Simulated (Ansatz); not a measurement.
# C5H14FNSn: how energies converge with the basis set

One table from this session's results is given with a row withheld; the runs are named, their logs left out.

Method: one geometry, several basis sets; program: Ansatz 0.2.0, Gaussian basis.

Levels to be run: PBE0-D4/def2-SVP; ωB97M-V/def2-SVP; PBE0-D4/def2-QZVPP; ωB97M-V/def2-QZVPP; the functionals' def2-TZVPP values are taken from earlier runs.

### The geometry

An earlier PBE0-D4 in a triple-zeta def2 set relaxation fixed the geometry. Sn takes the def2 core potential; no spin-orbit term is included.

SMILES `[CH3][SnH]([F])[NH]C(C)(C)C`, 22 atoms, charge 0, spin multiplicity 1.

Atoms are counted from 1 here; the program's logs count them from 0.

Bond lengths: C1–Sn2 2.120 Å, C1–H9 1.090 Å, C1–H10 1.091 Å, C1–H11 1.090 Å, Sn2–F3 1.933 Å, Sn2–N4 2.019 Å, Sn2–H12 1.715 Å, N4–C5 1.462 Å, N4–H13 1.014 Å, C5–C6 1.524 Å, C5–C7 1.530 Å, C5–C8 1.526 Å, C6–H14 1.092 Å, C6–H15 1.097 Å, C6–H16 1.092 Å, C7–H17 1.093 Å, C7–H18 1.094 Å, C7–H19 1.094 Å and more. Angles: Sn2–C1–H9 108.5°, Sn2–C1–H10 109.9°, Sn2–C1–H11 110.2°, H9–C1–H10 109.3°, H9–C1–H11 109.7°, H10–C1–H11 109.3°, C1–Sn2–F3 105.5°, C1–Sn2–N4 111.4°, C1–Sn2–H12 115.9°, F3–Sn2–N4 100.3°, F3–Sn2–H12 105.5°, N4–Sn2–H12 116.2°, Sn2–N4–C5 122.3°, Sn2–N4–H13 110.2°, C5–N4–H13 111.1°, N4–C5–C6 108.1°, N4–C5–C7 112.4°, N4–C5–C8 107.8° and more.

Geometry (Å):

```xyz
22
charge 0, multiplicity 1
C     1.86511    2.66770   -0.76411
Sn    1.26480    1.38493    0.81333
F     2.87756    0.99358    1.80430
N     0.80642   -0.45872    0.12926
C    -0.57500   -0.91281   -0.02446
C    -1.34738    0.16582   -0.77431
C    -1.25100   -1.19090    1.31933
C    -0.55482   -2.19159   -0.85774
H     2.58605    2.13711   -1.38544
H     0.99991    2.94001   -1.36987
H     2.32220    3.57098   -0.36080
H     0.17833    2.05916    1.95591
H     1.36933   -1.15698    0.60214
H    -2.37175   -0.15357   -0.97589
H    -1.41644    1.08947   -0.18579
H    -0.86093    0.39318   -1.72568
H    -0.69867   -1.95539    1.87227
H    -1.28255   -0.28758    1.93496
H    -2.27731   -1.54543    1.18800
H    -0.08583   -2.00493   -1.82555
H    -1.56616   -2.57270   -1.02186
H     0.01814   -2.97133   -0.34800
```

The first run:

The input, in.yaml:

```yaml
crystal:
  periodic: [false, false, false]
  atoms:
    - {symbol: C, position_ang: [1.865106, 2.667702, -0.764111]}
    - {symbol: Sn, position_ang: [1.264798, 1.384931, 0.813331]}
    - {symbol: F, position_ang: [2.877562, 0.993584, 1.804296]}
    - {symbol: N, position_ang: [0.806418, -0.458720, 0.129265]}
    - {symbol: C, position_ang: [-0.574999, -0.912809, -0.024455]}
    - {symbol: C, position_ang: [-1.347384, 0.165820, -0.774314]}
    - {symbol: C, position_ang: [-1.251000, -1.190904, 1.319328]}
    - {symbol: C, position_ang: [-0.554817, -2.191591, -0.857736]}
    - {symbol: H, position_ang: [2.586048, 2.137112, -1.385436]}
    - {symbol: H, position_ang: [0.999905, 2.940013, -1.369869]}
    - {symbol: H, position_ang: [2.322200, 3.570979, -0.360800]}
    - {symbol: H, position_ang: [0.178325, 2.059157, 1.955910]}
    - {symbol: H, position_ang: [1.369327, -1.156980, 0.602143]}
    - {symbol: H, position_ang: [-2.371748, -0.153572, -0.975891]}
    - {symbol: H, position_ang: [-1.416440, 1.089466, -0.185787]}
    - {symbol: H, position_ang: [-0.860926, 0.393179, -1.725680]}
    - {symbol: H, position_ang: [-0.698672, -1.955395, 1.872273]}
    - {symbol: H, position_ang: [-1.282555, -0.287580, 1.934958]}
    - {symbol: H, position_ang: [-2.277307, -1.545433, 1.187997]}
    - {symbol: H, position_ang: [-0.085832, -2.004929, -1.825554]}
    - {symbol: H, position_ang: [-1.566163, -2.572703, -1.021863]}
    - {symbol: H, position_ang: [0.018144, -2.971327, -0.347996]}
basis:
  gaussian: {orbitals: def2-SVP}
hamiltonian: {xc: pbe0, dispersion: d4}
output: {orbitals: {seedname: orbitals}}
```

Among the steps run: PBE0-D4 in def2-SVP; ωB97M-V in def2-SVP; PBE0-D4 in def2-QZVPP; ωB97M-V in def2-QZVPP.

One table of the session follows, with a row left open; its other results are not shown here.

It belongs to the step «Density functionals: the series». 

```
functional       basis  HOMO (eV)  LUMO (eV)
   PBE0-D4    def2-SVP          ?          ?
   PBE0-D4  def2-TZVPP      -6.65       0.05
   PBE0-D4  def2-QZVPP      -6.68      -0.09
   ωB97M-V    def2-SVP      -8.81       2.21
   ωB97M-V  def2-TZVPP      -8.98       1.63
   ωB97M-V  def2-QZVPP      -9.00       1.28
```

Estimate the missing values for PBE0-D4, def2-SVP.

As computed: HOMO (eV): -6.50; LUMO (eV): 0.42. In the column «HOMO (eV)» it is the highest.
